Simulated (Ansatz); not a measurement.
# CaCu3C2: a trial structure relaxed

Aim: relax a trial structure of CaCu3C2 and see where it ends, then test the end with a random kick.

Program: Ansatz 0.2.0. Level of theory: DFT PBE, scalar-relativistic, plane waves, PAW. These are calculated values, not measurements.

**1. The system as given**

It takes space group P6/mmm (No. 191, hexagonal). Conventional cell: a = 5.316 Å, b = 5.316 Å, c = 3.531 Å, α = 90.00°, β = 90.00°, γ = 120.00°. Ca (site symmetry 6/mmm) has 6 C at 3.07 Å and 12 Cu at 3.19 Å as nearest neighbours. Cu (site symmetry mmm) has 4 C at 2.34 Å and 4 Cu at 2.66 Å as nearest neighbours. Around C (site symmetry -6m2) lie 6 Cu at 2.34 Å and 3 Ca at 3.07 Å.

Structure file:

```
CELL_PARAMETERS angstrom
5.31584 0.00000 0.00000
-2.65792 4.60365 0.00000
0.00000 0.00000 3.53096
ATOMIC_POSITIONS crystal
Ca 0.00000 0.00000 0.00000
Cu 0.00000 0.50000 0.50000
Cu 0.50000 0.50000 0.50000
Cu 0.50000 0.00000 0.50000
C 0.33333 0.66667 0.00000
C 0.66667 0.33333 0.00000
```

Recipe of the guess: species swapped into a database cell of TbSi2Rh3 (P6/mmm, No. 191), with Ca on the Tb sites, C on the Si sites and Cu on the Rh sites. The dimensions are guesses.

**2. The guess as it stands, on a coarse mesh**

Contents of input.yaml:

```yaml
crystal:
  lattice:
    - [5.31584214, 0.0, 0.0]
    - [-2.65792107, 4.60365433, 0.0]
    - [0.0, 0.0, 3.53096472]
  atoms:
    - { symbol: Ca, position: [0.0, 0.0, 0.0] }
    - { symbol: Cu, position: [0.0, 0.5, 0.5] }
    - { symbol: Cu, position: [0.5, 0.5, 0.5] }
    - { symbol: Cu, position: [0.5, 0.0, 0.5] }
    - { symbol: C, position: [0.33333333, 0.66666667, 0.0] }
    - { symbol: C, position: [0.66666667, 0.33333333, 0.0] }
basis:
  ecutwfc: 420
kpoints:
  mp_grid: { grid: [6, 6, 6] }
hamiltonian:
  xc: pbe
scf:
  occupations: { method: gaussian, width: 0.1 }
  lower_state_search: "off"
output:
  forces: true
  stress: true
  eigenvalues: true
```

Command:

```console
$ ansatz run input.yaml --threads 1 --pin off --max-ram 2560MiB --backend cpu --events-out ev --progress --plain --runs-dir out
```

Further runs follow: rough relaxation on the coarse mesh; relaxation on the finer mesh; reference for the kick test; random kick, then relaxation.

Q: Predict the outcome of this session. Wanted: conventional cell; volume; energy over the elements; gap on the mesh.

The runs gave:

| quantity | value |
| --- | --- |
| symmetry at the end (tolerance 0.05 Å) | space group P6/mmm (No. 191) |
| conventional cell | a = 5.178 Å, b = 5.178 Å, c = 3.046 Å, α = 90.00°, β = 90.00°, γ = 120.00° |
| volume | 11.79 Å³/atom |
| energy over the elements | +0.73 eV/atom |
| gap on the mesh | none (metal) |

The space group P6/mmm (No. 191) is kept, and the volume per atom shrinks by 18.1 % from the first guess. With a positive formation energy it can't be a ground state. No finished test with a distortion of lower symmetry is shown, so the end may be a saddle point.
